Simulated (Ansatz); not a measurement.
# BHI radical (SMILES [BH]I): functionals against CCSD(T) at one geometry

The task here is to estimate one member of a computed series from the others.

Method: single points in def2-TZVPP; program: Ansatz 0.2.0, Gaussian basis.

Correlated methods freeze the cores. Filled d shells of the heavier atoms are correlated. Core potentials replace the inner electrons past krypton, and spin-orbit coupling is left out. Orbitals are unrestricted.

### The system as given

SMILES `[BH]I`, 3 atoms, charge 0, spin multiplicity 2.

Atoms are counted from 1 here; the program's logs count them from 0.

Bond lengths: B1–I2 2.157 Å, B1–H3 1.120 Å. Angles: I2–B1–H3 111.1°.

As a file:

```
B    -0.2714    0.6372   -0.1509
I     1.3896   -0.4460    0.6983
H    -1.0043   -0.0600   -0.6313
```

The first run:

The input, run/in.yaml:

```yaml
crystal:
  periodic: [false, false, false]
  atoms:
    - {symbol: B, position_ang: [-0.271400, 0.637200, -0.150900]}
    - {symbol: I, position_ang: [1.389600, -0.446000, 0.698300]}
    - {symbol: H, position_ang: [-1.004300, -0.060000, -0.631300]}
basis:
  gaussian: {orbitals: def2-TZVPP}
magnetization: {spin_polarized: true, initial_magnetization: 1}
correlation: {method: ccsd_t}
scf: {omitted_lower_state_checks: [cluster_reference]}
output: {forces: true}
```

The command line of these runs was not kept.

Among the steps run: CCSD(T)/def2-TZVPP; PBE0-D4/def2-TZVPP; wB97M-V/def2-TZVPP; r2SCAN-D4/def2-TZVPP; PBE-D4/def2-TZVPP; r2SCANh-D4/def2-TZVPP; CAM-B3LYP-D4/def2-TZVPP.

One of the session's tables, all rows but one given; the rest of the session is left out.

```
      method  RMS force component (eV/Å)  angle to CCSD(T) forces (°)  dipole (D)
     CCSD(T)                       1.168                    reference        0.49
     PBE0-D4                       1.190                          1.3        0.51
     wB97M-V                       1.127                          2.1        0.54
   r2SCAN-D4                       1.139                          2.5        0.48
      PBE-D4                           ?                            ?           ?
  r2SCANh-D4                       1.138                          1.1        0.52
CAM-B3LYP-D4                       1.119                          1.7        0.56
```

**Question.** Estimate the row for PBE-D4.

The run gave: RMS force component (eV/Å): 1.203; angle to CCSD(T) forces (°): 6.0; dipole (D): 0.49. In the column «RMS force component (eV/Å)» it is the highest.
